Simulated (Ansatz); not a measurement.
Here is an Ansatz 0.2.0 calculation.

input.yaml

```yaml
crystal:
  lattice:
    - [6.85877, 0.0, 0.0]
    - [0.0, 4.22865, 0.0]
    - [-3.39101, 0.0, 7.27459]
  atoms:
    - { symbol: H, position: [0.22549, 0.75, 0.5073] }
    - { symbol: H, position: [0.77451, 0.25, 0.4927] }
    - { symbol: Pb, position: [0.30229, 0.25, 0.28494] }
    - { symbol: Pb, position: [0.69771, 0.75, 0.71506] }
    - { symbol: "N", position: [0.21484, 0.75, 0.83567] }
    - { symbol: "N", position: [0.78516, 0.25, 0.16433] }
    - { symbol: O, position: [0.33078, 0.75, 0.45338] }
    - { symbol: O, position: [0.40909, 0.75, 0.86901] }
    - { symbol: O, position: [0.15508, 0.75, 0.96537] }
    - { symbol: O, position: [0.07083, 0.75, 0.66955] }
    - { symbol: O, position: [0.66922, 0.25, 0.54661] }
    - { symbol: O, position: [0.59091, 0.25, 0.13099] }
    - { symbol: O, position: [0.84492, 0.25, 0.03463] }
    - { symbol: O, position: [0.92917, 0.25, 0.33045] }
hamiltonian:
  xc: pbe
  pseudopotentials: { kind: nc }
kpoints:
  mp_grid: { grid: [5, 6, 4] }
scf:
  occupations: { method: fermi_dirac, width: 0.05 }
output:
  forces: true
  stress: true
  eigenvalues: true
```

Potentials or basis: Ansatz NC.

Command:

```sh
$ ansatz run input.yaml --threads 8 --pin off --max-ram 20480MiB --backend cpu --events-out ev --progress --plain --runs-dir out
```

Predict the largest force.

0.042 eV/Å.

What does it give for the band gap on the k mesh?

3.07 eV, indirect (least direct gap 3.27 eV).

Predict the pressure.

0.0 GPa.

Stress tensor (GPa, compression positive):
```
-0.08  0.00  0.01
 0.00  0.03  0.00
 0.01  0.00 -0.01
```

Caveat: odd divisions of the mesh miss points on the zone boundary, where band edges often lie, so the gap on the mesh can be too wide; spin-orbit coupling is left out, which as a rule narrows the gap of such compounds by several tenths of an eV. A k mesh can miss the band edges.
